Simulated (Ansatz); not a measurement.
**H₄OS₂Si: an energy map over angle S4–Si3–O2 and angle H5–S1–O2**

How does the energy of H₄OS₂Si, SMILES SO[SiH2]S change over two coordinates at once? A grid of runs gives the map.

Computed with Ansatz 0.2.0. Level: RKS PBE0-D4/def2-TZVP.

## Step 1: Starting geometry

SMILES `SO[SiH2]S`, 8 atoms, charge 0, spin multiplicity 1.

Atoms are counted from 1 here; the program's logs count them from 0.

Bond lengths: S1–O2 1.713 Å, S1–H5 1.371 Å, O2–Si3 1.701 Å, Si3–S4 2.150 Å, Si3–H6 1.498 Å, Si3–H7 1.500 Å, S4–H8 1.364 Å. Angles: O2–S1–H5 96.5°, S1–O2–Si3 116.2°, O2–Si3–S4 114.0°, O2–Si3–H6 102.4°, O2–Si3–H7 111.2°, S4–Si3–H6 111.2°, S4–Si3–H7 104.9°, H6–Si3–H7 113.4°, Si3–S4–H8 93.8°.

Coordinates:

```mol
H4OS2Si
  3D, bonds by distance, orders not assigned

  8  7  0  0  0  0  0  0  0  0999 V2000
   -0.3555   -0.6475    2.0678 S   0  0
   -0.9618    0.1834    0.6981 O   0  0
    0.1508    0.4772   -0.5550 Si  0  0
    0.9506   -1.3071   -1.4495 S   0  0
   -0.2355    0.4538    2.8755 H   0  0
   -0.6693    1.2559   -1.5374 H   0  0
    1.3488    1.2271   -0.0512 H   0  0
   -0.2279   -1.6427   -2.0483 H   0  0
  1  2  8  0
  1  5  8  0
  2  3  8  0
  3  4  8  0
  3  6  8  0
  3  7  8  0
  4  8  8  0
M  END
```

This geometry comes from a loose relaxation at PBE in a small basis, which is not shown.

## Step 2: Geometry optimisation

Contents of input.yaml:

```yaml
crystal:
  periodic: [false, false, false]
  atoms:
    - { symbol: S, position_ang: [-0.355521, -0.647542, 2.067753] }
    - { symbol: O, position_ang: [-0.961809, 0.183385, 0.698149] }
    - { symbol: Si, position_ang: [0.150768, 0.477207, -0.554955] }
    - { symbol: S, position_ang: [0.950555, -1.307125, -1.449454] }
    - { symbol: H, position_ang: [-0.235534, 0.453764, 2.875459] }
    - { symbol: H, position_ang: [-0.669323, 1.255874, -1.537407] }
    - { symbol: H, position_ang: [1.348785, 1.227101, -0.05121] }
    - { symbol: H, position_ang: [-0.227921, -1.642653, -2.048345] }
basis:
  gaussian: { orbitals: def2-TZVP }
hamiltonian:
  xc: pbe0
  dispersion: d4
output:
  forces: true
relax:
  f_tol: 0.003
  max_steps: 120
```

The run is started by

```sh
ansatz run input.yaml --threads 1 --pin off --max-ram 2560MiB --backend cpu --events-out ev --progress --plain --runs-dir out
```

Output, shortened:

```text
Warning: RAYON_NUM_THREADS=1 ignored (pool sized by the plan → 1); use --threads N
[...]
Functional definition: PBE0
[...]
1137 factors; their error is unknown
[...]
mean field -31650.33593963 eV, -1163.1283924133 hartree, gradient 2.4e-5 eV, S^2 0.000000; 0 other end points of the search recorded, 0 dependent functions left out
[...]
reference -31650.33596894 eV, -1163.1283934904 hartree; 29, 29 occupied and 137, 137 virtual orbitals, 1137 factors
relax step   1: F+E_penalty+E_count = -31650.51564291 eV  Δ(F+E_penalty+E_count) = +0.000e0 eV  max|allowed force component| = 1.027e0 eV/Å  Δτ_max = 0.0000 Å  (27 SCF iters, accepted)
[...]
relax step   3: F+E_penalty+E_count = -31650.59032265 eV  Δ(F+E_penalty+E_count) = -1.902e-2 eV  max|allowed force component| = 9.375e-2 eV/Å  Δτ_max = 0.0278 Å  (31 SCF iters, accepted)
[...]
relax step   5: F+E_penalty+E_count = -31650.59207979 eV  Δ(F+E_penalty+E_count) = -6.097e-4 eV  max|allowed force component| = 3.492e-2 eV/Å  Δτ_max = 0.0159 Å  (31 SCF iters, accepted)
[...]
relax step   7: F+E_penalty+E_count = -31650.59265416 eV  Δ(F+E_penalty+E_count) = -3.916e-5 eV  max|allowed force component| = 1.340e-2 eV/Å  Δτ_max = 0.0061 Å  (31 SCF iters, accepted)
[...]
relax step   8: F+E_penalty+E_count = -31650.59267235 eV  Δ(F+E_penalty+E_count) = -1.819e-5 eV  max|allowed force component| = 3.650e-3 eV/Å  Δτ_max = 0.0093 Å  (31 SCF iters, accepted)
[...]
relax step   9: F+E_penalty+E_count = -31650.59268057 eV  Δ(F+E_penalty+E_count) = -8.218e-6 eV  max|allowed force component| = 9.043e-4 eV/Å  Δτ_max = 0.0041 Å  (23 SCF iters, accepted)
1137 factors; their error is unknown
mean field -31650.41053408 eV, -1163.1311337086 hartree, gradient 1.3e-5 eV, S^2 0.000000; 1 other end points of the search recorded, 0 dependent functions left out
[...]
reference -31650.41056314 eV, -1163.1311347764 hartree; 29, 29 occupied and 137, 137 virtual orbitals, 1137 factors
Total energy: -31650.59270963 eV, -1163.1378285364 hartree
Atom 0 at    -0.392446    -0.620580     2.045744 Å, force    -0.000324     0.000245    -0.000904 eV/Å
Atom 1 at    -0.955536     0.166008     0.694992 Å, force     0.000232    -0.000549     0.000792 eV/Å
Atom 2 at     0.131473     0.457017    -0.531341 Å, force     0.000422     0.000079     0.000272 eV/Å
Atom 3 at     0.930745    -1.303562    -1.406676 Å, force    -0.000101    -0.000038    -0.000068 eV/Å
Atom 4 at    -0.155494     0.473439     2.797212 Å, force    -0.000055     0.000115    -0.000198 eV/Å
Atom 5 at    -0.662074     1.224344    -1.515622 Å, force    -0.000170     0.000262    -0.000031 eV/Å
Atom 6 at     1.300525     1.199716    -0.007695 Å, force    -0.000075    -0.000073    -0.000149 eV/Å
Atom 7 at    -0.197194    -1.596371    -2.076624 Å, force     0.000072    -0.000042     0.000285 eV/Å
Dipole moment:     0.006733     0.174721    -0.002141 e Å
```

Run time: 61 s. Hardware: 1 thread of Arm Neoverse V2, shared host; peak memory 0.38 GiB.

Step by step:

```
step  energy from step 1 (eV)  largest force component (eV/Å)
   1                   0.0000                          1.0266
   2                  -0.0557                          0.6341
   3                  -0.0747                          0.0937
   4                  -0.0758                          0.0612
   5                  -0.0764                          0.0349
   6                  -0.0770                          0.0126
   7                  -0.0770                          0.0134
   8                  -0.0770                          0.0037
   9                  -0.0770                          0.0009
```

Distances of close pairs at the start and the end, largest changes first:

```
  bond  before (Å)  after (Å)  change (Å)
 S1–O2       1.713      1.661      -0.051
O2–Si3       1.701      1.664      -0.037
Si3–S4       2.150      2.122      -0.028
 S1–H5       1.371      1.348      -0.023
Si3–H7       1.500      1.481      -0.020
 S4–H8       1.364      1.344      -0.020
Si3–H6       1.498      1.479      -0.019
```

## Step 3: Setting up the map

- angle S4–Si3–O2: 9 values from 78.9 to 148.9 °
- angle H5–S1–O2: 9 values from 62.4 to 132.4 °

Nothing else is relaxed (all other coordinates rigid). Energies count from the relaxed molecule at the same level. Points are written as (first, second).

Below, 3 of the grid's runs; all are launched alike.

## Step 4: Grid point (131.4°, 79.9°)

Contents of input.yaml:

```yaml
crystal:
  periodic: [false, false, false]
  atoms:
    - { symbol: S, position_ang: [-0.392446, -0.62058, 2.045744] }
    - { symbol: O, position_ang: [-0.955536, 0.166008, 0.694992] }
    - { symbol: Si, position_ang: [0.131473, 0.457017, -0.531341] }
    - { symbol: S, position_ang: [1.243532, -0.86504, -1.764295] }
    - { symbol: H, position_ang: [-0.295656, 0.658887, 2.459657] }
    - { symbol: H, position_ang: [-0.662074, 1.224344, -1.515622] }
    - { symbol: H, position_ang: [1.300525, 1.199716, -0.007695] }
    - { symbol: H, position_ang: [0.179966, -1.219719, -2.50581] }
basis:
  gaussian: { orbitals: def2-TZVP }
hamiltonian:
  xc: pbe0
  dispersion: d4
output:
  forces: true
```

The run is started by

```sh
ansatz run input.yaml --threads 1 --pin off --max-ram 2560MiB --backend cpu --events-out ev --progress --plain --runs-dir out
```

Output, shortened:

```text
Warning: RAYON_NUM_THREADS=1 ignored (pool sized by the plan → 1); use --threads N
[...]
[... 1 set-up line as earlier in the session ...]
[...]
1137 factors; their error is unknown
[...]
mean field -31649.85896359 eV, -1163.1108638671 hartree, gradient 3.7e-5 eV, S^2 0.000000; 0 other end points of the search recorded, 0 dependent functions left out
[...]
reference -31649.85899243 eV, -1163.1108649267 hartree; 29, 29 occupied and 137, 137 virtual orbitals, 1137 factors
Total energy: -31650.03417474 eV, -1163.1173027578 hartree
Atom 0 at    -0.392446    -0.620580     2.045744 Å, force     0.040074     1.140133     0.281130 eV/Å
Atom 1 at    -0.955536     0.166008     0.694992 Å, force    -0.223443    -0.997732    -1.980113 eV/Å
Atom 2 at     0.131473     0.457017    -0.531341 Å, force     0.284740     0.866948    -0.464479 eV/Å
Atom 3 at     1.243532    -0.865040    -1.764295 Å, force    -0.370662    -0.531685     0.282201 eV/Å
Atom 4 at    -0.295656     0.658887     2.459657 Å, force     0.546842    -0.606464     1.461161 eV/Å
Atom 5 at    -0.662074     1.224344    -1.515622 Å, force    -0.195459     0.077069     0.192608 eV/Å
Atom 6 at     1.300525     1.199716    -0.007695 Å, force    -0.149781     0.134947     0.311593 eV/Å
Atom 7 at     0.179966    -1.219719    -2.505810 Å, force     0.067690    -0.083216    -0.084102 eV/Å
Dipole moment:    -0.048976     0.076091     0.042043 e Å
```

Run time: 7.2 s. Hardware: 1 thread of Arm Neoverse V2, shared host; peak memory 0.37 GiB.

That is 12.9 kcal/mol from the zero.

## Step 5: Point (122.6°, 71.1°)

Contents of input.yaml:

```yaml
crystal:
  periodic: [false, false, false]
  atoms:
    - { symbol: S, position_ang: [-0.392446, -0.62058, 2.045744] }
    - { symbol: O, position_ang: [-0.955536, 0.166008, 0.694992] }
    - { symbol: Si, position_ang: [0.131473, 0.457017, -0.531341] }
    - { symbol: S, position_ang: [1.097723, -1.103475, -1.597132] }
    - { symbol: H, position_ang: [-0.37044, 0.708148, 2.273174] }
    - { symbol: H, position_ang: [-0.662074, 1.224344, -1.515622] }
    - { symbol: H, position_ang: [1.300525, 1.199716, -0.007695] }
    - { symbol: H, position_ang: [0.000276, -1.430768, -2.300912] }
basis:
  gaussian: { orbitals: def2-TZVP }
hamiltonian:
  xc: pbe0
  dispersion: d4
output:
  forces: true
```

The run is started by

```sh
ansatz run input.yaml --threads 1 --pin off --max-ram 2560MiB --backend cpu --events-out ev --progress --plain --runs-dir out
```

Output, shortened:

```text
Warning: RAYON_NUM_THREADS=1 ignored (pool sized by the plan → 1); use --threads N
[...]
[... 1 set-up line as earlier in the session ...]
[...]
1137 factors; their error is unknown
[...]
mean field -31649.58048979 eV, -1163.1006301437 hartree, gradient 3.8e-5 eV, S^2 0.000000; 0 other end points of the search recorded, 0 dependent functions left out
[...]
reference -31649.58051861 eV, -1163.1006312027 hartree; 29, 29 occupied and 137, 137 virtual orbitals, 1137 factors
Total energy: -31649.75993347 eV, -1163.1072245773 hartree
Atom 0 at    -0.392446    -0.620580     2.045744 Å, force     0.148200     1.210722     0.476706 eV/Å
Atom 1 at    -0.955536     0.166008     0.694992 Å, force    -0.673146    -0.897946    -3.022489 eV/Å
Atom 2 at     0.131473     0.457017    -0.531341 Å, force     0.021261     0.313922    -0.286644 eV/Å
Atom 3 at     1.097723    -1.103475    -1.597132 Å, force    -0.219045    -0.213459     0.206844 eV/Å
Atom 4 at    -0.370440     0.708148     2.273174 Å, force     0.842162    -0.502211     2.405317 eV/Å
Atom 5 at    -0.662074     1.224344    -1.515622 Å, force    -0.077443     0.061150     0.092050 eV/Å
Atom 6 at     1.300525     1.199716    -0.007695 Å, force    -0.068293     0.072534     0.159353 eV/Å
Atom 7 at     0.000276    -1.430768    -2.300912 Å, force     0.026304    -0.044711    -0.031137 eV/Å
Dipole moment:    -0.038792     0.116376    -0.007866 e Å
```

It took 7.3 s on 1 thread of Arm Neoverse V2, shared host; peak memory 0.37 GiB.

Energy on the map's scale: 19.2 kcal/mol.

## Step 6: The run at (113.9°, 97.4°)

Contents of input.yaml:

```yaml
crystal:
  periodic: [false, false, false]
  atoms:
    - { symbol: S, position_ang: [-0.392446, -0.62058, 2.045744] }
    - { symbol: O, position_ang: [-0.955536, 0.166008, 0.694992] }
    - { symbol: Si, position_ang: [0.131473, 0.457017, -0.531341] }
    - { symbol: S, position_ang: [0.931194, -1.303104, -1.407187] }
    - { symbol: H, position_ang: [-0.155383, 0.473237, 2.797471] }
    - { symbol: H, position_ang: [-0.662074, 1.224344, -1.515622] }
    - { symbol: H, position_ang: [1.300525, 1.199716, -0.007695] }
    - { symbol: H, position_ang: [-0.196673, -1.596009, -2.077216] }
basis:
  gaussian: { orbitals: def2-TZVP }
hamiltonian:
  xc: pbe0
  dispersion: d4
output:
  forces: true
```

The run is started by

```sh
ansatz run input.yaml --threads 1 --pin off --max-ram 2560MiB --backend cpu --events-out ev --progress --plain --runs-dir out
```

Output, shortened:

```text
Warning: RAYON_NUM_THREADS=1 ignored (pool sized by the plan → 1); use --threads N
[...]
[... 1 set-up line as earlier in the session ...]
[...]
1137 factors; their error is unknown
[...]
mean field -31650.41054558 eV, -1163.1311341314 hartree, gradient 2.2e-5 eV, S^2 0.000000; 0 other end points of the search recorded, 0 dependent functions left out
[...]
reference -31650.41057465 eV, -1163.1311351994 hartree; 29, 29 occupied and 137, 137 virtual orbitals, 1137 factors
Total energy: -31650.59270936 eV, -1163.1378285268 hartree
Atom 0 at    -0.392446    -0.620580     2.045744 Å, force    -0.000291    -0.001307    -0.000799 eV/Å
Atom 1 at    -0.955536     0.166008     0.694992 Å, force     0.000792    -0.000685     0.001235 eV/Å
Atom 2 at     0.131473     0.457017    -0.531341 Å, force     0.001252     0.001150    -0.000506 eV/Å
Atom 3 at     0.931194    -1.303104    -1.407187 Å, force    -0.000863    -0.000346     0.000607 eV/Å
Atom 4 at    -0.155383     0.473237     2.797471 Å, force    -0.000356     0.000944    -0.001104 eV/Å
Atom 5 at    -0.662074     1.224344    -1.515622 Å, force    -0.000400     0.000326     0.000202 eV/Å
Atom 6 at     1.300525     1.199716    -0.007695 Å, force    -0.000275     0.000098     0.000152 eV/Å
Atom 7 at    -0.196673    -1.596009    -2.077216 Å, force     0.000140    -0.000180     0.000212 eV/Å
Dipole moment:     0.006693     0.174625    -0.002059 e Å
```

Run time: 6.2 s. Hardware: 1 thread of Arm Neoverse V2, shared host; peak memory 0.37 GiB.

Energy on the map's scale: 0.0 kcal/mol.

## Step 7: All points together

81 points were computed. Energies in kcal/mol, from the relaxed molecule at the same level:

| angle H5–S1–O2 (°) ↓, angle S4–Si3–O2 (°) → | 78.9 | 87.6 | 96.4 | 105.1 | 113.9 | 122.6 | 131.4 | 140.1 | 148.9 |
| --- | --- | --- | --- | --- | --- | --- | --- | --- | --- |
| 132.4 | 62.2 | 42.6 | 31.6 | 26.2 | 24.7 | 26.0 | 30.0 | 36.2 | 44.8 |
| 123.6 | 51.5 | 32.0 | 21.2 | 15.8 | 14.3 | 15.6 | 19.6 | 25.8 | 34.4 |
| 114.9 | 43.3 | 24.2 | 13.4 | 8.2 | 6.6 | 8.0 | 11.9 | 18.1 | 26.7 |
| 106.1 | 38.0 | 19.1 | 8.5 | 3.3 | 1.7 | 3.1 | 7.0 | 13.2 | 21.8 |
| 97.4 | 35.8 | 17.3 | 6.8 | 1.6 | 0.0 | 1.4 | 5.3 | 11.5 | 20.0 |
| 88.6 | 37.0 | 18.9 | 8.5 | 3.4 | 1.9 | 3.2 | 7.1 | 13.3 | 21.8 |
| 79.9 | 42.1 | 24.4 | 14.2 | 9.2 | 7.7 | 9.0 | 12.9 | 19.0 | 27.5 |
| 71.1 | 51.3 | 34.1 | 24.2 | 19.3 | 17.8 | 19.2 | 23.1 | 29.2 | 37.7 |
| 62.4 | 64.3 | 47.5 | 37.9 | 33.2 | 31.9 | 33.3 | 37.3 | 43.4 | 51.9 |

On the same grid, largest force on an atom (eV/Å):

```tsv
angle H5–S1–O2 (°) ↓, angle S4–Si3–O2 (°) →	78.9	87.6	96.4	105.1	113.9	122.6	131.4	140.1	148.9
132.4	5.02	3.84	4.04	4.15	4.22	4.27	4.30	4.33	4.36
123.6	4.70	3.34	2.93	3.03	3.09	3.14	3.18	3.21	3.24
114.9	4.33	2.94	2.07	1.93	1.99	2.03	2.07	2.11	2.43
106.1	3.94	2.48	1.59	1.01	0.93	0.98	1.25	1.82	2.37
97.4	3.91	2.20	1.15	0.54	0.00	0.57	1.17	1.74	2.30
88.6	3.86	2.18	1.15	0.80	0.80	1.06	1.29	1.67	2.23
79.9	3.80	2.16	1.65	1.67	1.78	2.02	2.23	2.40	2.54
71.1	3.71	2.48	2.54	2.76	3.01	3.22	3.41	3.55	3.68
62.4	3.78	3.62	3.82	4.07	4.30	4.50	4.66	4.79	4.90
```

On the same grid, dipole moment (D):

| angle H5–S1–O2 (°) ↓, angle S4–Si3–O2 (°) → | 78.9 | 87.6 | 96.4 | 105.1 | 113.9 | 122.6 | 131.4 | 140.1 | 148.9 |
| --- | --- | --- | --- | --- | --- | --- | --- | --- | --- |
| 132.4 | 2.00 | 1.70 | 1.42 | 1.16 | 0.94 | 0.75 | 0.60 | 0.49 | 0.45 |
| 123.6 | 2.01 | 1.70 | 1.41 | 1.15 | 0.93 | 0.74 | 0.59 | 0.50 | 0.48 |
| 114.9 | 2.01 | 1.69 | 1.40 | 1.13 | 0.91 | 0.72 | 0.58 | 0.50 | 0.50 |
| 106.1 | 2.00 | 1.67 | 1.37 | 1.11 | 0.88 | 0.69 | 0.56 | 0.50 | 0.52 |
| 97.4 | 2.00 | 1.66 | 1.35 | 1.07 | 0.84 | 0.66 | 0.53 | 0.50 | 0.54 |
| 88.6 | 1.99 | 1.64 | 1.32 | 1.04 | 0.80 | 0.62 | 0.51 | 0.49 | 0.55 |
| 79.9 | 2.01 | 1.64 | 1.31 | 1.02 | 0.78 | 0.59 | 0.48 | 0.47 | 0.55 |
| 71.1 | 2.07 | 1.69 | 1.35 | 1.05 | 0.79 | 0.59 | 0.46 | 0.44 | 0.52 |
| 62.4 | 2.25 | 1.86 | 1.51 | 1.21 | 0.94 | 0.72 | 0.54 | 0.45 | 0.47 |

## Step 8: Outcome

| quantity | value |
| --- | --- |
| lowest point | (113.9°, 97.4°), 0.0 kcal/mol |
| highest computed point | (78.9°, 62.4°), 64.3 kcal/mol above the lowest |
| largest force on an atom (eV/Å) | 0.00 at (113.9°, 97.4°) to 5.02 at (78.9°, 132.4°); 0.00 at the lowest point |
| dipole moment (D) | 0.44 at (140.1°, 71.1°) to 2.25 at (78.9°, 62.4°); 0.84 at the lowest point |
| time for the whole task | 11 min on 1 thread, shared host |

In words: The lowest computed point is at (113.9°, 97.4°), which is the relaxed molecule at the same level itself. No other kind of well shows on this grid. The highest computed point, (78.9°, 62.4°), lies 64.3 kcal/mol above the lowest. Round the minimum the two coordinates are nearly uncoupled.
